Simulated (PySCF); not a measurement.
# InBr: from the state search to spectroscopic constants

The task here is to estimate one member of a computed series from the others.

Program: PySCF 2.14.0. Level of theory: In cc-pVDZ-PP with ECP28, Br cc-pVDZ-PP with ECP10, scalar-relativistic core potentials. These are calculated values, not measurements.

Set-up of the first run:

Settings of the job:

- atoms: In, Br
- charge: 0
- basis: In cc-pVDZ-PP with ECP28, Br cc-pVDZ-PP with ECP10
- Hamiltonian: scalar-relativistic core potentials
- basis functions: 46
- electrons treated: 46
- masses in u: 114.9039, 78.9183
- levels: PBE0, PBE, r²SCAN, B97-3, TPSS, TPSSh, HF, MP2, SCS-MP2, CCSD, CCSD(T)
- grid: 80 radial by 434 angular points
- occupations: held fixed by the projection of orbital angular momentum
- dissociation limit: In + Br, each in its ground configuration
- starting distance in angstrom: 2.505
- values of 2S to try: 0, 2

On the command line:

```bash
$ OMP_NUM_THREADS=1 python dia.py task.json out
```

Among the steps run: Set-up; PBE0 along the bond; Higher solutions at PBE0; PBE (GGA); r²SCAN (meta-GGA); B97-3 (global hybrid GGA); TPSS; TPSSh (hybrid meta-GGA); RHF; Adding correlation.

One table of the session follows, with a row left open; its other results are not shown here.

Energy (eV) from each level's lowest point:

```
R (Å)    RHF  RHF-MP2  RHF-SCS-MP2  RHF-CCSD  RHF-CCSD(T)
2.227  0.942    0.864        0.899       n/a          n/a
2.331  0.427    0.371        0.395     0.395        0.394
2.435  0.143    0.110        0.123     0.123        0.122
2.512  0.038    0.021        0.028     0.028        0.027
2.590  0.000    0.000        0.000     0.000        0.000
2.668  0.012    0.030        0.023     0.023        0.024
2.771      ?        ?            ?         ?            ?
2.901  0.235    0.306        0.281     0.282        0.284
3.056  0.465    0.570        0.536     0.536        0.540
3.263  0.805    0.954        0.908       n/a          n/a
```

**Question.** Estimate the row for R (Å) = 2.771.

Worked estimate for «RHF». A straight line through the neighbours (2.668, 0.012) and (2.901, 0.235) gives 0.012 + (0.235 − 0.012) × (2.771 − 2.668) / (2.901 − 2.668) = 0.111; a parabola fitted to 4 rows on both sides gives 0.091.

As computed: RHF: 0.084; RHF-MP2: 0.126; RHF-SCS-MP2: 0.111; RHF-CCSD: 0.111; RHF-CCSD(T): 0.112. In «RHF» the line misses by +0.027 and the parabola by +0.007.

Limits of these values: Lowest PBE0 solution found, without spin–orbit coupling: ¹Σ⁺ (singlet), closed shell. Warnings in the runs' records: inverted.
